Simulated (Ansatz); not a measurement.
# CH4AlNO2: the cost of one run

Method: RKS B3LYP-D4/6-31G*, in Ansatz 0.2.0.

**1. The system as given**

Bond lengths: N1–Al2 1.907 Å, Al2–O3 1.836 Å, Al2–C4 1.970 Å, C4–O5 1.187 Å, N1–H6 1.014 Å, N1–H7 1.096 Å, O3–H8 1.039 Å, C4–H9 1.084 Å. Angles: N1–Al2–O3 119.9°, N1–Al2–C4 119.2°, O3–Al2–C4 120.8°, Al2–N1–H6 109.5°, Al2–N1–H7 105.1°, H6–N1–H7 102.6°, Al2–O3–H8 100.9°, Al2–C4–O5 122.9°, Al2–C4–H9 115.9°, O5–C4–H9 120.6°.

As a file:

```xyz
9

N     0.5499    1.1117    1.3650
Al   -0.2339   -0.2636    0.3010
O    -0.9229   -1.7625    1.1060
C    -0.1960   -0.0991   -1.6616
O     0.1723    0.8819   -2.2190
H     1.4804    1.3188    1.0193
H    -0.0076    2.0215    1.1132
H    -0.0741   -2.3573    1.1721
H    -0.6796   -0.8978   -2.2131
```

**2. Relaxing end A**

input.yaml

```yaml
crystal:
  periodic: [false, false, false]
  atoms:
    - { symbol: "N", position_ang: [0.5499, 1.1117, 1.365] }
    - { symbol: Al, position_ang: [-0.2339, -0.2636, 0.301] }
    - { symbol: O, position_ang: [-0.9229, -1.7625, 1.106] }
    - { symbol: C, position_ang: [-0.196, -0.0991, -1.6616] }
    - { symbol: O, position_ang: [0.1723, 0.8819, -2.219] }
    - { symbol: H, position_ang: [1.4804, 1.3188, 1.0193] }
    - { symbol: H, position_ang: [-0.0076, 2.0215, 1.1132] }
    - { symbol: H, position_ang: [-0.0741, -2.3573, 1.1721] }
    - { symbol: H, position_ang: [-0.6796, -0.8978, -2.2131] }
basis:
  gaussian: { orbitals: "6-31G*" }
hamiltonian:
  xc: b3lyp
  dispersion: d4
relax:
  f_tol: 0.015
  max_steps: 40
```

On the command line:

```bash
ansatz run input.yaml --threads 1 --pin off --max-ram 2048MiB --backend cpu --events-out ev --progress --plain --runs-dir out
```

**Question.** How long does this run take on 1 thread of Intel Xeon Platinum 8259CL at 2.50GHz (Skylake/Cascade Lake), shared host, and how much memory does it need?

About 82 s, with a peak of 0.23 GiB.
